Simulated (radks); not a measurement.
**Sr⁺ in [Kr] 6s1: an all-electron calculation**

Aim: the levels, the sizes of the orbitals and the parts of the energy of the strontium ion Sr+.

Method: scalar-relativistic Kohn-Sham, PBE, spin-polarised, spherical densities, finite nucleus; open shells are filled with parallel spins first. Code: radks (a radial shooting solver on a logarithmic mesh, Libxc functionals) version 1.

## (1) What is computed

| Quantity | Value |
| --- | --- |
| element | strontium (Z = 38) |
| charge | +1 |
| electrons | 37 |
| configuration | [Kr] 6s1 |
| nuclear rms radius | 4.224 fm |

Outer shells as boxes (Hund's rule):

Sr⁺
```
[Kr] core
6s [↑ ]
```

## (2) The calculation

Input:

```text
Z 38
configuration [Kr] 6s1 5s0 5p0
relativity scalar-relativistic
functional pbe,pbe
spin polarised
nucleus finite rms 4.224 fm
c 137.035999084
```

What does the calculation give?

**Answer**, as computed:

```
                        quantity                   value
                    total energy     -3179.04418 hartree
exchange-correlation share of it                  3.29 %
                            −T/E                  1.0255
          highest occupied level        6s up, -4.434 eV
    most extended occupied level  6s up, <r> = 7.79 bohr
 radius at density 0.001 e/bohr³               3.44 bohr
    maxima of the radial density                       4
```

**Reading.** 5 principal shells are occupied and 4 maxima appear in the radial density; where shells overlap, one shows as a shoulder or not at all. −T/E is 1.025: with relativity the kinetic term as defined here no longer equals −E. This is not the tabulated ground configuration, so its levels and sizes aren't those of the ground state, and no measured value stands beside it.
